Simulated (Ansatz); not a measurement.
**SbH (singlet): the correlation ladder at distance Sb1–H2 = 2.700 Å, def2-SVP**

Aim: climb from Hartree-Fock through coupled cluster and multireference methods for SbH (singlet) at one geometry and basis, and see what each rung misses.

Method: def2-SVP, core rule «outside noble gas», up to 9 orbitals frozen; program: Ansatz 0.2.0, Gaussian basis.

The runs, in order: UHF; CCSD(T) on RHF; CCSD(T) on UHF; BCCD(T) on RHF; CISD; CCSDT(Q) on RHF; CCSDT(Q) on UHF; CISDTQ; CCSDTQ on RHF; CASSCF and MRCISD+Q, 2 electrons in 2 orbitals; CASSCF and NEVPT2, 2 electrons in 2 orbitals; CASSCF and MRCISD+Q, 6 electrons in 5 orbitals; CASSCF and NEVPT2, 6 electrons in 5 orbitals; Full CI.

22 further runs of the same task are left out: 18 that didn't finish, 4 set aside as unsound or not needed.

## (1) The geometry

The geometry derives from a PBE0/def2-TZVP stationary point (not a proven minimum). One bond is set to the value named and the two fragments are kept rigid. No spin-orbit coupling is included. Elements past krypton take def2 core potentials.

2 atoms, charge 0, spin multiplicity 1.

Atoms are counted from 1 here; the program's logs count them from 0.

No contacts short enough for the rule that draws bonds.

As a file:

```mol
HSb
  3D, bonds by distance, orders not assigned

  2  0  0  0  0  0  0  0  0  0999 V2000
    0.0000    0.0000    0.0000 Sb  0  0
    0.0000    0.0000    2.7000 H   0  0
M  END
```

## (2) UHF

Contents of in.yaml:

```yaml
crystal:
  periodic: [false, false, false]
  atoms:
    - {symbol: Sb, position_ang: [0.000000, 0.000000, 0.000000]}
    - {symbol: H, position_ang: [0.000000, 0.000000, 2.700000]}
basis:
  gaussian: {orbitals: def2-SVP}
magnetization: {spin_polarized: true, initial_magnetization: 0}
hamiltonian: {xc: hf}
output: {orbitals: {seedname: orbitals}}
```

Launch:

```console
$ ansatz run in.yaml --threads 1 --pin off --events-out ev --progress --plain --max-ram 2393MiB
```

After this run come: CCSD(T) on RHF; CCSD(T) on UHF; BCCD(T) on RHF; CISD; CCSDT(Q) on RHF; CCSDT(Q) on UHF; CISDTQ; CCSDTQ on RHF; CASSCF and MRCISD+Q, 2 electrons in 2 orbitals; CASSCF and NEVPT2, 2 electrons in 2 orbitals; CASSCF and MRCISD+Q, 6 electrons in 5 orbitals; CASSCF and NEVPT2, 6 electrons in 5 orbitals; Full CI.

**Question.** What will the summary of the whole plan be? Wanted: FCI below the RHF energy; RMP2 from FCI; RCCSD from FCI; RCCSD(T) from FCI; RCCSDT(Q) from FCI; NEVPT2 valence from FCI; MRCISD+Q valence from FCI; T1 diagnostic; effectively unpaired electrons.

As calculated:

| quantity | value |
| --- | --- |
| FCI below the RHF energy | -3.7169 eV |
| RMP2 from FCI | +1456.9 meV |
| RCCSD from FCI | +332.3 meV |
| RCCSD(T) from FCI | +117.7 meV |
| RCCSDT(Q) from FCI | -5.6 meV |
| NEVPT2 valence from FCI | +422.6 meV |
| MRCISD+Q valence from FCI | -32.2 meV |
| levels within 1 kcal/mol (43 meV) | RCCSDT, RCCSDT(Q), RCCSDTQ, MRCISD+Q valence |
| T1 diagnostic | 0.035 |
| effectively unpaired electrons | 2.43 |

RCCSD(T) misses by +117.7 meV, 3.2 % of the correlation energy. RCCSDT(Q), MRCISD+Q valence fall below full CI, which methods that aren't variational can do. The occupations show strong static correlation (2.4 unpaired electrons where one determinant has 0). Coupled cluster on one determinant still stays close here. Of the multireference levels listed MRCISD+Q valence comes nearest in total energy (-32.2 meV), which doesn't show that its space is the better one. These misses are within one basis, not against nature.
